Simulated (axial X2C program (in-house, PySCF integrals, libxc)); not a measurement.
# SnSi: from the state search to constants, part 2 of 2

Computed with an in-house X2C program for linear molecules on PySCF integrals; all-electron X2C, Sn dyall-cv3z, Si dyall-v3z. Earlier steps stand in the parts before.

## Step 9: PBE0, 2c

State followed: Ω = 1 (excess of +ω over −ω: ω = -1/2, ω = 3/2). The scan is laid around 2.515 Å, a first estimate of the minimum, and this SCF restarts from the orbitals of the search.

Output at 2.515 Å:

```text
two-component X2C + atomic mean field  PBE0
basis functions 175  fitting functions 949  grid points 5083
iter        total energy     max residual
   1      -6462.803340977     1.36e+00
   2      -6463.546664584     1.17e-02
   3      -6463.546463642     1.48e-02
   4      -6463.549295631     1.99e-03
   5      -6463.549317767     1.74e-03
   6      -6463.549430796     1.32e-04
   7      -6463.549431495     2.90e-05
   8      -6463.549431648     2.30e-05
   9      -6463.549431780     1.51e-05
  10      -6463.549431868     4.17e-06
  11      -6463.549431876     1.39e-06
  12      -6463.549431876     6.71e-07
converged
one-electron -9180.41900424  Coulomb 2760.21128398  exact exchange -46.04938447  xc functional -141.02207665  nuclear repulsion 147.28590364  atomic mean-field constant -3.55615415
```

Along the bond, energies from the lowest point:

| R (Å) | E (eV) | μ (D) | HOMO (eV) | LUMO (eV) | iterations |
| --- | --- | --- | --- | --- | --- |
| 2.188 | 0.6597 | -0.79 | -5.83 | -3.91 | 19 |
| 2.289 | 0.3149 | -0.85 | -5.59 | -3.70 | 13 |
| 2.364 | 0.1283 | -0.92 | -5.47 | -3.60 | 13 |
| 2.440 | 0.0279 | -0.98 | -5.44 | -3.50 | 13 |
| 2.515 | 0.0000 | -1.04 | -5.42 | -3.42 | 12 |
| 2.603 | 0.0392 | -1.10 | -5.40 | -3.33 | 12 |
| 2.691 | 0.1362 | -1.16 | -5.37 | -3.25 | 12 |
| 2.804 | 0.3196 | -1.23 | -5.33 | -3.17 | 13 |
| 2.942 | 0.5990 | -1.31 | -5.27 | -3.09 | 14 |
| 3.144 | 1.0462 | -1.45 | -5.16 | -3.11 | 17 |

Dipoles are positive if Si is the positive end.

Outer spinors at the reference distance:

```tsv
ω	occupied	ε (eV)	atomic character	λ mixture
-3/2	yes	-29.11	100% Sn d	87% δ, 13% π
3/2	yes	-29.03	100% Sn d	84% δ, 16% π
-1/2	yes	-28.89	100% Sn d	63% π, 37% σ
1/2	yes	-28.87	100% Sn d	59% π, 41% σ
5/2	yes	-28.15	100% Sn d	100% δ
-5/2	yes	-28.04	100% Sn d	100% δ
3/2	yes	-27.93	100% Sn d	84% π, 16% δ
-3/2	yes	-27.89	100% Sn d	87% π, 13% δ
-1/2	yes	-27.87	100% Sn d	63% σ, 37% π
1/2	yes	-27.85	100% Sn d	59% σ, 41% π
1/2	yes	-14.20	43% Si s, 40% Sn s, 7% Sn p	100% σ
-1/2	yes	-13.01	45% Sn s, 39% Si s, 6% Si p	100% σ
1/2	yes	-10.54	38% Sn s, 33% Si s, 11% Sn p	100% σ
-1/2	yes	-9.77	37% Si s, 34% Sn s, 14% Sn p	100% σ
-1/2	yes	-6.14	47% Sn p, 47% Si p, 3% Sn d	99% π, 1% σ
3/2	yes	-6.00	54% Si p, 40% Sn p, 3% Sn d	100% π
1/2	yes	-5.73	45% Si p, 42% Sn p, 6% Sn s	96% σ, 4% π
-1/2	yes	-5.42	48% Si p, 40% Sn p, 6% Sn s	98% σ, 2% π
1/2	no	-3.42	57% Sn p, 39% Si p	96% π, 4% σ
-3/2	no	-3.28	53% Sn p, 43% Si p	100% π
-1/2	no	-2.43	47% Sn p, 43% Si p, 5% Sn d	99% π, 1% σ
3/2	no	-2.27	53% Sn p, 36% Si p, 5% Sn d	100% π
```

PBE0 fields in the half plane through the axis: z from -2.4 to 4.8 Å across, distance from the axis 0.15 to 2.25 Å upwards; Sn lies at z = 0 and Si at z = 2.515 Å; the ELF is damped to zero where the density is low.

log10 density (e/bohr³). Ten even steps from ' ' (-4.06 ) to '@' (1.82 ):
```
      ........::::::::::::..................      
  ......::::::::::::::::::::::::::::::::::....    
  ....::::::--------------------------::::::....  
....::::----------------------------------::::....
..::::----==============================----::::..
..::----====++++**++++====================----::..
::::----==++**######**++======++****++====----::::
::::--====++**##@@##**++++++++**%%%%++======--::::
```

ELF. Ten even steps from '0' (0.00 ) to '9' (0.98 ):
```
0001222222223322222210000
0024454433344443344443100
0356766544455555567776420
2678876433456666678888752
5788864222346776689999874
7899742343236873127999986
7998633777326850430899997
8998636474626825781599998
```

Re = 2.510 Å, ωe = 350 cm⁻¹, Be = 0.118 cm⁻¹, De = 2.74 eV, μ = -1.03 D.

## Step 10: HF, 2c

The SCF at the reference distance of 2.515 Å:

```text
two-component X2C + atomic mean field  HF
basis functions 175  fitting functions 949  grid points 5083
iter        total energy     max residual
   1      -6460.675508628     2.72e-01
   2      -6460.701919047     4.83e-03
   3      -6460.703122625     2.00e-03
   4      -6460.703382632     1.49e-03
   5      -6460.703500268     1.42e-03
   6      -6460.703640899     1.34e-03
   7      -6460.703794710     1.26e-03
   8      -6460.704036348     1.13e-03
   9      -6460.704416467     8.57e-04
  10      -6460.704740597     3.91e-04
  11      -6460.704770050     3.42e-04
  12      -6460.704812691     1.90e-04
  13      -6460.704813595     1.28e-04
  14      -6460.704817236     1.09e-04
  15      -6460.704821494     7.20e-05
  16      -6460.704823958     5.85e-05
  17      -6460.704825940     3.60e-05
  18      -6460.704827064     2.52e-05
  19      -6460.704827242     1.53e-05
  20      -6460.704827252     8.25e-06
  21      -6460.704827255     4.97e-06
  22      -6460.704827257     2.34e-06
converged
one-electron -9179.22423298  Coulomb 2759.08661073  exact exchange -184.29695449  xc functional 0.00000000  nuclear repulsion 147.28590364  atomic mean-field constant -3.55615415
```

No constants are quoted: the dipole of the solution doesn't run smoothly along the scan, a sign that its character may change, so the fit is set aside.

## Step 11: LDA, 2c

The SCF at the reference distance of 2.515 Å:

```text
two-component X2C + atomic mean field  LDA
basis functions 175  fitting functions 949  grid points 5083
iter        total energy     max residual
   1      -6456.874480909     8.21e-01
   2      -6456.891548183     1.18e-02
   3      -6456.876930640     2.33e-02
   4      -6456.884079780     1.58e-02
   5      -6456.893041592     1.11e-03
   6      -6456.893080496     4.28e-04
   7      -6456.893086704     6.69e-05
   8      -6456.893086835     1.93e-05
   9      -6456.893086841     2.74e-06
  10      -6456.893086841     1.39e-06
converged
one-electron -9179.84730318  Coulomb 2759.50180636  exact exchange 0.00000000  xc functional -180.27733951  nuclear repulsion 147.28590364  atomic mean-field constant -3.55615415
```

No constants are quoted: the points don't follow one smooth fit.

## Step 12: Correlated methods, 2c

Correlated methods: 18 electrons correlated (frozen shells, counted by type: Sn 4 s, 3 p, 1 d; Si 2 s, 1 p), 230 virtual spinors in MP2, 110 natural virtuals in coupled cluster.

Output of the correlated part at 2.515 Å:

```text
correlated 18  virtual 230  natural virtual 110  E(MP2) -0.608433871  MP2 remainder -0.043703814
iter   CCSD correlation   residual
   1     -0.532352637   1.55e-01
   2     -0.548147787   6.33e-02
   3     -0.549996595   3.44e-02
   4     -0.550433732   2.17e-02
   5     -0.551325601   1.50e-02
   6     -0.551601450   8.81e-03
   7     -0.551654152   4.25e-03
   8     -0.551753496   2.46e-03
   9     -0.551698156   1.42e-03
  10     -0.551722920   7.19e-04
  11     -0.551717924   3.06e-04
  12     -0.551724420   1.40e-04
  13     -0.551724974   6.63e-05
  14     -0.551725494   3.58e-05
  15     -0.551726026   2.24e-05
  16     -0.551726335   1.59e-05
  17     -0.551726756   1.04e-05
  18     -0.551726955   6.60e-06
  19     -0.551727045   4.31e-06
  20     -0.551727100   2.55e-06
  21     -0.551727102   1.47e-06
(T) -0.019611637  T1 0.0560  D1 0.2037  max T2 0.087
```

MP2: No constants are quoted: the dipole of the HF reference doesn't run smoothly along the scan, a sign that its character may change, so the fit is set aside.

CCSD: No constants are quoted: the dipole of the HF reference doesn't run smoothly along the scan, a sign that its character may change, so the fit is set aside.

CCSD(T): No constants are quoted: the dipole of the HF reference doesn't run smoothly along the scan, a sign that its character may change, so the fit is set aside.

## Step 13: A higher determinant, 2c

State: Ω = 2 (excess of +ω over −ω: ω = 1/2, ω = 3/2).

Output at the reference distance:

```text
two-component X2C + atomic mean field  PBE0
basis functions 175  fitting functions 949  grid points 5083
iter        total energy     max residual
   1      -6462.802811590     1.37e+00
   2      -6463.537167102     1.24e-02
   3      -6463.535786316     1.80e-02
   4      -6463.539754175     4.35e-03
   5      -6463.540170065     2.45e-03
   6      -6463.540365792     2.24e-04
   7      -6463.540369564     2.06e-04
   8      -6463.540371698     9.73e-05
   9      -6463.540375059     1.04e-04
  10      -6463.540377609     3.11e-05
  11      -6463.540377873     1.54e-05
  12      -6463.540377948     1.17e-05
  13      -6463.540378002     5.11e-06
  14      -6463.540378014     1.19e-06
  15      -6463.540378014     6.84e-07
converged
one-electron -9179.95003316  Coulomb 2759.71684475  exact exchange -46.03891723  xc functional -140.99802186  nuclear repulsion 147.28590364  atomic mean-field constant -3.55615415
```

```csv
R (Å),E above the lowest PBE0 point (eV)
2.188,0.544
2.289,0.273
2.364,0.194
2.440,0.192
2.515,0.246
2.603,0.357
2.691,0.497
2.804,0.697
2.942,0.951
```

Re = 2.403 Å, ωe = 372 cm⁻¹, ωexe = 1.99 cm⁻¹, Be = 0.1287 cm⁻¹, μ = -0.92 D. Te = 0.19 eV. As a difference of two determinants it need not be a gap between pure terms.

## Step 14: The 2c curves together

Energy (eV) of the followed determinant, 2c, from each level's lowest point:

```csv
R (Å),PBE0,HF (dipole not smooth),MP2 (HF's dipole not smooth),CCSD (HF's dipole not smooth),CCSD(T) (HF's dipole not smooth),LDA
2.188,0.660,0.700,0.625,n/a,n/a,0.499
2.289,0.315,0.281,0.233,0.268,0.287,0.236
2.364,0.128,0.105,0.065,0.091,0.108,0.110
2.440,0.028,0.019,0.000,0.008,0.017,0.025
2.515,0.000,0.000,0.028,0.000,0.000,0.000
2.603,0.039,0.035,0.143,0.066,0.056,0.034
2.691,0.136,0.107,0.303,0.190,0.171,0.121
2.804,0.320,0.229,0.528,0.397,0.375,0.287
2.942,0.599,0.392,0.808,n/a,n/a,0.542
3.144,1.046,0.607,1.191,n/a,n/a,0.957
```

The whole job took 7 min on 1 thread of Arm Neoverse V1, shared host; peak memory 1.8 GiB.

## Step 15: Constants

What follows sums up all 2 parts.

Lowest determinant that the search found at its distance, spin-free: M_S = 1, Λ = 0 (beyond closed shells: π+α, π-α).

Lowest determinant that the search found at its distance, 2c: Ω = 1 (excess of +ω over −ω: ω = -1/2, ω = 3/2).

```json
{"Hamiltonian": "spin-free", "level": "PBE0", "Re (Å)": "2.513", "ωe (cm⁻¹)": "355", "De (eV)": "2.75", "μ (D)": "-1.03"}
{"Hamiltonian": "spin-free", "level": "LDA", "Re (Å)": "2.520", "ωe (cm⁻¹)": "339", "De (eV)": "3.48", "μ (D)": "-0.78"}
{"Hamiltonian": "2c", "level": "PBE0", "Re (Å)": "2.510", "ωe (cm⁻¹)": "350", "De (eV)": "2.74", "μ (D)": "-1.03"}
```

Dipoles are positive if Si is the positive end. No constants: spin-free HF (the dipole of the solution doesn't run smoothly along the scan, a sign that its character may change, so the fit is set aside); spin-free MP2 (the dipole of the HF reference doesn't run smoothly along the scan, a sign that its character may change, so the fit is set aside); spin-free CCSD (the dipole of the HF reference doesn't run smoothly along the scan, a sign that its character may change, so the fit is set aside); spin-free CCSD(T) (the dipole of the HF reference doesn't run smoothly along the scan, a sign that its character may change, so the fit is set aside); 2c HF (the dipole of the solution doesn't run smoothly along the scan, a sign that its character may change, so the fit is set aside); 2c MP2 (the dipole of the HF reference doesn't run smoothly along the scan, a sign that its character may change, so the fit is set aside); 2c CCSD (the dipole of the HF reference doesn't run smoothly along the scan, a sign that its character may change, so the fit is set aside); 2c CCSD(T) (the dipole of the HF reference doesn't run smoothly along the scan, a sign that its character may change, so the fit is set aside); 2c LDA (the points don't follow one smooth fit).

Time per point (s) on 1 thread of Arm Neoverse V1, shared host (2c runs); the times are rough: PBE0 0.87.

**Reading.** At PBE0, going from spin-free to two-component changes Re by -3 mÅ, ωe by -1.5 %, which is small (part of it comes from the scalar share of the two-electron terms). It costs about 1.8 times the time. De moves by -0.01 eV; both De rest on single-determinant atoms, which can miss part of an open shell's spin–orbit lowering.

De refers to Sn + Si, each in the lowest determinant found, which need not be this curve's own limit. The state is a single determinant with fixed occupations, the lowest that a limited PBE0 search found. De is counted from the lowest determinant-based energies of the atoms at the same level, without counterpoise correction. Density functionals use the spin component along the axis (collinear). With several unpaired electrons one determinant need not be a pure state. At some level an empty orbital lies below a filled one.
